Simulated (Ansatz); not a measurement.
**CH8BGeN: how energies converge with the basis set**

One table from this session's results is given with a row withheld; the runs are named, their logs left out.

Computed with Ansatz 0.2.0, Gaussian basis. Level: one geometry, several basis sets.

Plan: PBE0-D4/def2-SVP; ωB97M-V/def2-SVP; PBE0-D4/def2-QZVPP; ωB97M-V/def2-QZVPP; the functionals' def2-TZVPP values are taken from earlier runs.

### The relaxed structure

All runs share one geometry, relaxed beforehand with PBE0-D4 in a triple-zeta def2 set.

SMILES `[BH2][GeH]([CH3])[NH2]`, 12 atoms, charge 0, spin multiplicity 1.

Atoms are counted from 1 here; the program's logs count them from 0.

Bond lengths: B1–Ge2 2.057 Å, B1–H5 1.196 Å, B1–H6 1.196 Å, Ge2–C3 1.972 Å, Ge2–N4 1.851 Å, Ge2–H7 1.546 Å, C3–H8 1.091 Å, C3–H9 1.091 Å, C3–H10 1.092 Å, N4–H11 1.011 Å, N4–H12 1.011 Å. Angles: Ge2–B1–H5 121.8°, Ge2–B1–H6 120.5°, H5–B1–H6 117.7°, B1–Ge2–C3 109.8°, B1–Ge2–N4 109.2°, B1–Ge2–H7 112.3°, C3–Ge2–N4 113.2°, C3–Ge2–H7 107.2°, N4–Ge2–H7 105.1°, Ge2–C3–H8 110.8°, Ge2–C3–H9 109.5°, Ge2–C3–H10 110.7°, H8–C3–H9 108.5°, H8–C3–H10 108.7°, H9–C3–H10 108.6°, Ge2–N4–H11 114.0°, Ge2–N4–H12 114.9°, H11–N4–H12 108.3°.

Set-up of the first run:

Contents of in.yaml:

```yaml
crystal:
  periodic: [false, false, false]
  atoms:
    - {symbol: B, position_ang: [-1.181606, 1.463315, 0.725840]}
    - {symbol: Ge, position_ang: [-0.028570, -0.226130, 0.508531]}
    - {symbol: C, position_ang: [1.538834, 0.173913, -0.620151]}
    - {symbol: N, position_ang: [-1.076694, -1.597662, -0.161024]}
    - {symbol: H, position_ang: [-2.251213, 1.567808, 0.201255]}
    - {symbol: H, position_ang: [-0.777963, 2.395692, 1.356563]}
    - {symbol: H, position_ang: [0.503697, -0.750543, 1.861648]}
    - {symbol: H, position_ang: [1.226584, 0.523857, -1.605419]}
    - {symbol: H, position_ang: [2.136268, -0.730696, -0.746549]}
    - {symbol: H, position_ang: [2.162344, 0.941125, -0.157102]}
    - {symbol: H, position_ang: [-1.589494, -1.351794, -0.996543]}
    - {symbol: H, position_ang: [-0.585089, -2.463985, -0.332948]}
basis:
  gaussian: {orbitals: def2-SVP}
hamiltonian: {xc: pbe0, dispersion: d4}
output: {orbitals: {seedname: orbitals}}
```

Steps of the session up to this table: PBE0-D4 in def2-SVP; ωB97M-V in def2-SVP; PBE0-D4 in def2-QZVPP; ωB97M-V in def2-QZVPP.

One table of the session follows, with a row left open; its other results are not shown here.

It belongs to the step «Density functionals: the series». 

| functional | basis | HOMO (eV) | LUMO (eV) |
| --- | --- | --- | --- |
| PBE0-D4 | def2-SVP | ? | ? |
| PBE0-D4 | def2-TZVPP | -6.92 | -2.27 |
| PBE0-D4 | def2-QZVPP | -6.97 | -2.29 |
| ωB97M-V | def2-SVP | -9.01 | -0.14 |
| ωB97M-V | def2-TZVPP | -9.24 | -0.34 |
| ωB97M-V | def2-QZVPP | -9.28 | -0.40 |

Estimate the missing values for PBE0-D4, def2-SVP.

As computed: HOMO (eV): -6.70; LUMO (eV): -2.17. In the column «HOMO (eV)» it is the highest.
